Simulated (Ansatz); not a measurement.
C2H2ClGe, SMILES C#[C][GeH][Cl], a geometry optimisation

Program: the Python package of Ansatz (0.2.0).

Run as a notebook:

```python
import itertools

import ansatz as az
from ase import Atoms
from ase.data import atomic_numbers, covalent_radii
import numpy as np

atoms = Atoms(["C", "C", "Ge", "Cl", "H", "H"], positions=[
    (1.711, -0.6199, -0.3737),
    (0.5739, -0.2866, 0.0503),
    (-1.1602, 0.1756, 0.7225),
    (-2.5582, -0.1863, -0.779),
    (2.6172, -0.8379, -0.7867),
    (-1.1416, 1.6911, 1.1205),
])
mol = az.Crystal.molecule_from_ase(atoms)
```

```python
calc = mol.calculation()
calc = calc.basis(gaussian="def2-SVP").functional("CAM-B3LYP")
calc = calc.spin("collinear", total=1)
symbols = [site.symbol for site in mol.cartesian_sites]
start = np.array([site.position_ang for site in mol.cartesian_sites], dtype=float)
def progress(event):
    if event["event"] == "relax_step":
        row = event["data"]
        print(f"step {row['step']:3d}  E = {row['lagrangian_ev']:.6f} eV  largest force component {row['allowed_force_max_ev_ang']:.4f} eV/A")
```

```python
report = calc.relax(force_tolerance=0.01, max_steps=100).session().plan().execute(on_event=progress).report
end = np.array(report["positions_ang"])
```

    step   1  E = -71134.891511 eV  largest force component 6.2657 eV/A
    step   2  E = -71135.134521 eV  largest force component 0.3867 eV/A
    step   3  E = -71135.140403 eV  largest force component 0.1051 eV/A
    step   4  E = -71135.142956 eV  largest force component 0.1061 eV/A
    step   5  E = -71135.144654 eV  largest force component 0.0920 eV/A
    step   6  E = -71135.144574 eV  largest force component 0.0297 eV/A
    step   7  E = -71135.144816 eV  largest force component 0.0325 eV/A
    step   8  E = -71135.144888 eV  largest force component 0.0047 eV/A

```python
print("reference energy %16.6f eV" % report["reference_energy_ev"])
print("total energy     %16.6f eV" % report["free_energy_ev"])
print("occupied orbitals outside the frozen core (up, down):", report["n_occupied"], " frozen:", report["n_frozen"], " virtual:", report["n_virtual"])
```

    reference energy    -71135.144997 eV
    total energy        -71135.144997 eV
    occupied orbitals outside the frozen core (up, down): [32, 31]  frozen: 0  virtual: [56, 57]

```python
# pairs closer than 1.2 times the sum of covalent radii, before or after
radius = [covalent_radii[atomic_numbers[s]] for s in symbols]
span = lambda where, i, j: np.linalg.norm(where[i] - where[j])
bonded = [(i, j) for i, j in itertools.combinations(range(len(symbols)), 2) if min(span(start, i, j), span(end, i, j)) < 1.2 * (radius[i] + radius[j])]
print("pair        before    after (A)")
for i, j in bonded:
    print(f"{symbols[i]}{i}-{symbols[j]}{j}".ljust(10), f"{span(start, i, j):8.4f} {span(end, i, j):8.4f}")
with open("c2h2clge_opt.xyz", "w") as handle:
    handle.write(f"{len(symbols)}\nrelaxed C2H2ClGe\n")
    handle.writelines(f"{s:2s} {x:11.6f} {y:11.6f} {z:11.6f}\n" for s, (x, y, z) in zip(symbols, end))
```

    pair        before    after (A)
    C0-C1        1.2585   1.2133
    C0-H4        1.0195   1.0757
    C1-Ge2       1.9164   1.8934
    Ge2-Cl3      2.0832   2.1654
    Ge2-H5       1.5670   1.5430

It writes `c2h2clge_opt.xyz`:
```text
6
relaxed C2H2ClGe
C     1.685554   -0.590833   -0.386944
C     0.586827   -0.244732   -0.005865
Ge   -1.105906    0.172894    0.732556
Cl   -2.620232   -0.178573   -0.774771
H     2.658729   -0.886553   -0.736958
H    -1.162872    1.663797    1.125881
```

What to keep in mind:
- Total energies depend on the basis set; only differences at equal settings carry meaning.
- The end point is the stationary point reached from this start; no frequency run checks that it is a minimum, and the basis set is modest.
- The run takes the species as open-shell (spin multiplicity 2), which needn't be its ground state.
- Run time: 64 s on 1 thread of Arm Neoverse V1, with other jobs on the host, peak memory 0.38 GiB.
